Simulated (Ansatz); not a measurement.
A run of Ansatz 0.2.0 is set up as follows.

Contents of input.yaml:

```yaml
crystal:
  lattice:
    - [-2.13936, 2.13936, 5.282488]
    - [2.13936, -2.13936, 5.282488]
    - [2.13936, 2.13936, -5.282488]
  atoms:
    - { symbol: Te, position: [0.0, 0.0, 0.0] }
    - { symbol: Mg, position: [0.25, 0.75, 0.5] }
    - { symbol: Mg, position: [0.75, 0.25, 0.5] }
    - { symbol: Mg, position: [0.5, 0.5, 0.0] }
hamiltonian:
  xc: pbesol
  pseudopotentials: { kind: paw }
kpoints:
  mp_grid: { grid: [9, 9, 9] }
scf:
  occupations: { method: fermi_dirac, width: 0.05 }
output:
  forces: true
  stress: true
  eigenvalues: true
relax:
  f_tol: 0.01
  max_steps: 40
  cell: { stress_tol: 0.05, p_target: 10.0 }
```

Potentials or basis: Ansatz PAW.

The run is started by

```console
$ ansatz run input.yaml --threads 2 --pin off --max-ram 5632MiB --backend cpu --events-out ev --progress --plain --runs-dir out
```

(1) What does it give for the relaxed cell?

(2) What does it give for the band gap on the k mesh?

(3) What does it give for the relaxed volume?

(4) Predict the space group after relaxing (to 0.05 Å).

## Answers

(1) a = 5.547 Å, b = 5.547 Å, c = 5.547 Å, α = 136.97°, β = 136.97°, γ = 62.49°.

(2) none (metal or under the smearing width).

(3) 19.62 Å³/atom.

(4) I4/mmm (No. 139).

Caveat: the volume moved by over 15 % at a fixed basis, so the end points are rough; the PAW data sets come from PBE, with cores solved anew for the run's functional, which leaves a small shift of forces and pressure.
